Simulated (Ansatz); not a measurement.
# AlH8NSi2: a ladder of functionals and wavefunction methods

Aim: compute AlH8NSi2 with functionals from several rungs and with coupled cluster. The yardstick is the atomisation energy at the CCSD(T) limit.

The runs use Ansatz 0.2.0, Gaussian basis; functionals in def2-TZVPP, the program's frozen cores in correlated methods.

Plan: LDA (SPW92), PBE-D4, revPBE-D4, BLYP-D4, r2SCAN-D4, B97M-V, PBE0-D4, B3LYP-D4, r2SCANh-D4, r2SCAN0-D4, HSE06-D4, BHLYP-D4, CAM-B3LYP-D4, LC-ωPBE, ωB97X-V, ωB97M-V, B2PLYP, PBE-QIDH; CCSD(T)/def2-SVP; CCSD(T)/def2-TZVPP; MP2/def2-QZVPP; extrapolation to the limit; RPA on PBE.

## (1) Structure used throughout

All runs share one geometry, relaxed beforehand with PBE0-D4 in a triple-zeta def2 set.

SMILES `[AlH2][N]([SiH3])[SiH3]`, 12 atoms, charge 0, spin multiplicity 1.

Atoms are counted from 1 here; the program's logs count them from 0.

Bond lengths: Al1–N2 1.796 Å, Al1–H5 1.580 Å, Al1–H6 1.580 Å, N2–Si3 1.738 Å, N2–Si4 1.738 Å, Si3–H7 1.489 Å, Si3–H8 1.489 Å, Si3–H9 1.485 Å, Si4–H10 1.485 Å, Si4–H11 1.489 Å, Si4–H12 1.489 Å. Angles: N2–Al1–H5 117.9°, N2–Al1–H6 117.9°, H5–Al1–H6 124.2°, Al1–N2–Si3 121.1°, Al1–N2–Si4 121.1°, Si3–N2–Si4 117.8°, N2–Si3–H7 110.8°, N2–Si3–H8 110.8°, N2–Si3–H9 109.2°, H7–Si3–H8 107.6°, H7–Si3–H9 109.2°, H8–Si3–H9 109.2°, N2–Si4–H10 109.2°, N2–Si4–H11 110.8°, N2–Si4–H12 110.8°, H10–Si4–H11 109.2°, H10–Si4–H12 109.2°, H11–Si4–H12 107.6°.

## (2) LDA

This LDA is Slater exchange with PW92 correlation.

in.yaml reads:

```yaml
crystal:
  periodic: [false, false, false]
  atoms:
    - {symbol: Al, position_ang: [-0.895033, 1.711504, -0.255884]}
    - {symbol: N, position_ang: [-0.067057, 0.135877, -0.018245]}
    - {symbol: Si, position_ang: [-0.153202, -0.703703, 1.501565]}
    - {symbol: Si, position_ang: [0.846700, -0.600979, -1.300512]}
    - {symbol: H, position_ang: [-0.771086, 2.406524, -1.669316]}
    - {symbol: H, position_ang: [-1.700902, 2.314686, 0.961907]}
    - {symbol: H, position_ang: [1.205940, -0.894220, 2.078799]}
    - {symbol: H, position_ang: [-0.761362, -2.051451, 1.326694]}
    - {symbol: H, position_ang: [-0.980328, 0.085975, 2.449009]}
    - {symbol: H, position_ang: [0.799372, 0.274736, -2.498937]}
    - {symbol: H, position_ang: [0.288655, -1.936854, -1.648031]}
    - {symbol: H, position_ang: [2.265204, -0.797396, -0.892949]}
basis:
  gaussian: {orbitals: def2-TZVPP}
hamiltonian: {xc: lda}
output: {orbitals: {seedname: orbitals}}
```

Launch:

```
$ ansatz run in.yaml --threads 4 --pin off --events-out ev --progress --plain --max-ram 10444MiB
```

Further steps of the session: PBE-D4 (GGA); revPBE-D4 (GGA); BLYP-D4 (GGA); r2SCAN-D4 (meta-GGA); B97M-V (meta-GGA); PBE0-D4 (hybrid); B3LYP-D4 (hybrid); r2SCANh-D4 (hybrid); r2SCAN0-D4 (hybrid); HSE06-D4 (hybrid); BHLYP-D4 (hybrid); CAM-B3LYP-D4 (range-separated); LC-ωPBE (range-separated); ωB97X-V (range-separated); ωB97M-V (range-separated); B2PLYP (double hybrid); PBE-QIDH (double hybrid); CCSD(T) in def2-SVP; CCSD(T) in def2-TZVPP; MP2 in def2-QZVPP; RPA on PBE orbitals.

Q: Predict the results of all the runs planned. Wanted: atomisation energy, CCSD(T)/CBS; farthest beyond LDA; mean size of error, GGA; mean size of error, meta-GGA; mean size of error, hybrid; mean size of error, range-separated; mean size of error, double hybrid; gap, smallest and largest; T1 diagnostic.

The runs gave:

```
                               quantity                                      value
        atomisation energy, CCSD(T)/CBS                              3641.9 kJ/mol
 functionals within 18.2 kJ/mol (0.5 %)            B3LYP-D4, CAM-B3LYP-D4, ωB97M-V
                    farthest beyond LDA                  revPBE-D4 (-118.1 kJ/mol)
                mean size of error, GGA                                78.8 kJ/mol
           mean size of error, meta-GGA                                24.1 kJ/mol
             mean size of error, hybrid                                51.6 kJ/mol
    mean size of error, range-separated                                24.6 kJ/mol
      mean size of error, double hybrid                                67.9 kJ/mol
              gap, smallest and largest  4.59 eV (LDA (SPW92)), 11.43 eV (LC-ωPBE)
                          T1 diagnostic                                     0.0120
triples share of the correlation energy                                      3.4 %
```

In words: The LDA atomisation energy is off by 334.4 kJ/mol (9 %): it overbinds. PBE-D4 misses by -69.9 kJ/mol. Double hybrids carry the basis error of their MP2 part in triple zeta, and no dispersion term here, so their miss is partly the set-up's. Taken by rung, meta-GGA functionals do best (24.1 kJ/mol on average) and GGA ones worst beyond LDA (78.8 kJ/mol). The gap between the best rungs is small, so their order is not settled. Misses under about 18.2 kJ/mol are within the doubt on the reference itself, which lacks core-valence correlation, relativity and higher excitations. Hartree-Fock recovers 75 % of the binding; the rest is correlation. CCSD(T) in def2-SVP is off by -263.4 kJ/mol, more than most functionals: a good method in a small basis is no reference. Orbital gaps span 4.6 to 11.4 eV; exact exchange widens them.
